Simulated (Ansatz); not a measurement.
# C₂H₉BSi₂: one species, many methods

The task here is to estimate one member of a computed series from the others.

The runs use Ansatz 0.2.0, Gaussian basis; functionals in def2-TZVPP, the program's frozen cores in correlated methods.

The runs, in order: PBE-D4, r2SCAN-D4, PBE0-D4, B3LYP-D4, ωB97X-V, ωB97M-V, B2PLYP; CCSD(T)/def2-TZVPP; MP2/def2-QZVPP; extrapolation to the limit.

## Structure used throughout

All runs share one geometry, relaxed beforehand with PBE0-D4 in a triple-zeta def2 set.

SMILES `C=CB[SiH2][SiH3]`, 14 atoms, charge 0, spin multiplicity 1.

Atoms are counted from 1 here; the program's logs count them from 0.

Bond lengths: C1–C2 1.340 Å, C1–H6 1.086 Å, C1–H7 1.087 Å, C2–B3 1.535 Å, C2–H8 1.089 Å, B3–Si4 2.002 Å, B3–H9 1.200 Å, Si4–Si5 2.350 Å, Si4–H10 1.490 Å, Si4–H11 1.493 Å, Si5–H12 1.488 Å, Si5–H13 1.489 Å, Si5–H14 1.489 Å. Angles: C2–C1–H6 120.6°, C2–C1–H7 122.8°, H6–C1–H7 116.6°, C1–C2–B3 120.6°, C1–C2–H8 117.5°, B3–C2–H8 121.9°, C2–B3–Si4 123.4°, C2–B3–H9 117.3°, Si4–B3–H9 119.1°, B3–Si4–Si5 105.5°, B3–Si4–H10 114.2°, B3–Si4–H11 114.0°, Si5–Si4–H10 107.4°, Si5–Si4–H11 106.9°, H10–Si4–H11 108.4°, Si4–Si5–H12 110.5°, Si4–Si5–H13 110.1°, Si4–Si5–H14 111.1° and more.

The first run:

Contents of in.yaml:

```yaml
crystal:
  periodic: [false, false, false]
  atoms:
    - {symbol: C, position_ang: [-1.399491, 2.264821, 1.311847]}
    - {symbol: C, position_ang: [-1.185158, 0.989287, 0.961007]}
    - {symbol: B, position_ang: [-0.663376, 0.642138, -0.440113]}
    - {symbol: Si, position_ang: [-0.224331, -1.222079, -1.022251]}
    - {symbol: Si, position_ang: [2.031854, -1.543553, -0.448128]}
    - {symbol: H, position_ang: [-1.200828, 3.071604, 0.612314]}
    - {symbol: H, position_ang: [-1.775758, 2.551933, 2.290716]}
    - {symbol: H, position_ang: [-1.402107, 0.220238, 1.700820]}
    - {symbol: H, position_ang: [-0.440696, 1.554745, -1.187192]}
    - {symbol: H, position_ang: [-0.348291, -1.449153, -2.489992]}
    - {symbol: H, position_ang: [-1.005949, -2.278010, -0.313861]}
    - {symbol: H, position_ang: [2.891537, -0.534467, -1.124678]}
    - {symbol: H, position_ang: [2.211385, -1.396243, 1.022340]}
    - {symbol: H, position_ang: [2.498408, -2.900461, -0.844233]}
basis:
  gaussian: {orbitals: def2-TZVPP}
hamiltonian: {xc: pbe, dispersion: d4}
output: {forces: true, orbitals: {seedname: orbitals}}
```

Command:

```
ansatz run in.yaml --threads 4 --pin off --events-out ev --progress --plain --max-ram 10444MiB
```

Among the steps run: PBE-D4 (GGA); r2SCAN-D4 (meta-GGA); PBE0-D4 (hybrid); B3LYP-D4 (hybrid); ωB97X-V (range-separated); ωB97M-V (range-separated); B2PLYP (double hybrid); CCSD(T) in def2-TZVPP; MP2 in def2-QZVPP.

One table of the session follows, with a row left open; its other results are not shown here.

| method | atomisation energy (eV) |
| --- | --- |
| PBE-D4 | 50.679 |
| r2SCAN-D4 | 50.478 |
| PBE0-D4 | 50.310 |
| B3LYP-D4 | 50.429 |
| ωB97X-V | 50.497 |
| ωB97M-V | 50.326 |
| B2PLYP | 49.740 |
| HF/def2-TZVPP | ? |
| MP2/def2-TZVPP | 49.140 |
| CCSD/def2-TZVPP | 48.485 |
| CCSD(T)/def2-TZVPP | 49.052 |
| MP2/CBS | 50.247 |
| CCSD(T)/CBS | 50.159 |

**Question.** Estimate the row for HF/def2-TZVPP.

The run gave: atomisation energy (eV): 38.655. In the column «atomisation energy (eV)» it is the lowest.
